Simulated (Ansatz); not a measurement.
# CH₄AlFS: up Jacob's ladder to CCSD(T)

One table from this session's results is given with a row withheld; the runs are named, their logs left out.

Method: functionals in def2-TZVPP, the program's frozen cores in correlated methods; program: Ansatz 0.2.0, Gaussian basis.

Plan: PBE-D4, r2SCAN-D4, PBE0-D4, B3LYP-D4, ωB97X-V, ωB97M-V, B2PLYP; CCSD(T)/def2-TZVPP; CCSD(T)/def2-QZVPP; extrapolation to the limit.

### Structure used throughout

All runs share one geometry, relaxed beforehand with PBE0-D4 in a triple-zeta def2 set.

SMILES `[CH3][Al]([F])[SH]`, 8 atoms, charge 0, spin multiplicity 1.

Atoms are counted from 1 here; the program's logs count them from 0.

Bond lengths: C1–Al2 1.935 Å, C1–H5 1.092 Å, C1–H6 1.094 Å, C1–H7 1.094 Å, Al2–F3 1.650 Å, Al2–S4 2.177 Å, S4–H8 1.345 Å. Angles: Al2–C1–H5 111.4°, Al2–C1–H6 111.2°, Al2–C1–H7 110.8°, H5–C1–H6 108.3°, H5–C1–H7 108.0°, H6–C1–H7 107.1°, C1–Al2–F3 121.1°, C1–Al2–S4 124.7°, F3–Al2–S4 114.2°, Al2–S4–H8 92.2°.

Set-up of the first run:

Contents of in.yaml:

```yaml
crystal:
  periodic: [false, false, false]
  atoms:
    - {symbol: C, position_ang: [0.517512, 0.728089, -0.745233]}
    - {symbol: Al, position_ang: [-0.100417, -0.903732, 0.091225]}
    - {symbol: F, position_ang: [0.244523, -2.379440, -0.560600]}
    - {symbol: S, position_ang: [-1.284252, -0.988011, 1.915822]}
    - {symbol: H, position_ang: [1.184052, 0.517788, -1.584398]}
    - {symbol: H, position_ang: [1.054089, 1.358904, -0.031106]}
    - {symbol: H, position_ang: [-0.325182, 1.315098, -1.122269]}
    - {symbol: H, position_ang: [-1.290325, 0.351304, 2.036560]}
basis:
  gaussian: {orbitals: def2-TZVPP}
hamiltonian: {xc: pbe, dispersion: d4}
output: {forces: true, orbitals: {seedname: orbitals}}
```

Started as:

```console
> ansatz run in.yaml --threads 2 --pin off --events-out ev --progress --plain --max-ram 32768MiB --backend cpu
```

Steps of the session up to this table: PBE-D4 (GGA); r2SCAN-D4 (meta-GGA); PBE0-D4 (hybrid); B3LYP-D4 (hybrid); ωB97X-V (range-separated); ωB97M-V (range-separated); B2PLYP (double hybrid); CCSD(T) in def2-TZVPP; CCSD(T) in def2-QZVPP.

One of the session's tables, all rows but one given; the rest of the session is left out.

```
            method  atomisation energy (kJ/mol)
            PBE-D4                       2908.2
         r2SCAN-D4                       2899.8
           PBE0-D4                       2867.5
          B3LYP-D4                       2868.0
           ωB97X-V                       2891.9
           ωB97M-V                       2895.7
            B2PLYP                            ?
     HF/def2-TZVPP                       2171.2
    MP2/def2-TZVPP                       2870.7
   CCSD/def2-TZVPP                       2778.7
CCSD(T)/def2-TZVPP                       2817.1
           MP2/CBS                       2949.4
       CCSD(T)/CBS                       2898.0
```

Q: Estimate the row for B2PLYP from the others.

As computed: atomisation energy (kJ/mol): 2850.1. In the column «atomisation energy (kJ/mol)» it lies between CCSD(T)/def2-TZVPP (2817.1) and PBE0-D4 (2867.5).

To keep in mind: Free atoms (1 C, 1 Al, 1 F, 1 S, 4 H) were run apart at each level; the atomisation energy is their sum less the molecule, without zero-point or spin-orbit terms.
